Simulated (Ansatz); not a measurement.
# FeB2: the cost of one run

Method: DFT, PAW plane waves, r2scan, in Ansatz 0.2.0.

## Step 1: The starting structure

The structure is hexagonal, space group P6/mmm (No. 191). The conventional cell has a = 3.045 Å, b = 3.045 Å, c = 3.035 Å, α = 90.00°, β = 90.00°, γ = 120.00°. Around Fe (site symmetry 6/mmm) lie 12 B at 2.32 Å. B (site symmetry -6m2) has 3 B at 1.76 Å and 6 Fe at 2.32 Å as nearest neighbours.

Coordinates:

```cif
data_structure
_symmetry_space_group_name_H-M 'P6/mmm'
_symmetry_Int_Tables_number 191
_cell_length_a 3.0450
_cell_length_b 3.0450
_cell_length_c 3.0350
_cell_angle_alpha 90.000
_cell_angle_beta 90.000
_cell_angle_gamma 120.000
_cell_volume 24.37
loop_
_atom_site_label
_atom_site_type_symbol
_atom_site_symmetry_multiplicity
_atom_site_Wyckoff_symbol
_atom_site_fract_x
_atom_site_fract_y
_atom_site_fract_z
_atom_site_occupancy
Fe1 Fe 1 a 0.00000 0.00000 0.00000 1
B1 B 2 d 0.33333 0.66667 0.50000 1
```

## Step 2: A run

Contents of input.yaml:

```yaml
crystal:
  lattice:
    - [3.045, 0.0, 0.0]
    - [-1.5225, 2.63704735, 0.0]
    - [0.0, 0.0, 6.07]
  atoms:
    - { symbol: Fe, position: [0.0, 0.0, 0.0], spin: 4.0 }
    - { symbol: B, position: [0.33333333, 0.66666667, 0.25] }
    - { symbol: B, position: [0.66666667, 0.33333333, 0.25] }
    - { symbol: Fe, position: [0.0, 0.0, 0.5], spin: 4.0 }
    - { symbol: B, position: [0.33333333, 0.66666667, 0.75] }
    - { symbol: B, position: [0.66666667, 0.33333333, 0.75] }
  symmetry: { tolerance: 0.0003 }
hamiltonian:
  xc: r2scan
  pseudopotentials: { kind: paw, azcp: { folder: soft_1 } }
basis:
  ecutwfc: 500
magnetization:
  spin_polarized: true
scf:
  occupations: { method: fermi_dirac, width: 0.05 }
kpoints:
  mp_grid: { grid: [10, 10, 5], shift: [0, 0, 0] }
output:
  forces: true
  stress: true
  eigenvalues: true
```

Run with:

```sh
> ansatz run input.yaml --threads 2 --pin off --max-ram 5632MiB --backend cpu --events-out ev --progress --plain --runs-dir out
```

What time and memory should one allow on 2 threads of AMD EPYC 9R14 (Zen 4), shared host?

About 10 s, with a peak of 0.57 GiB.
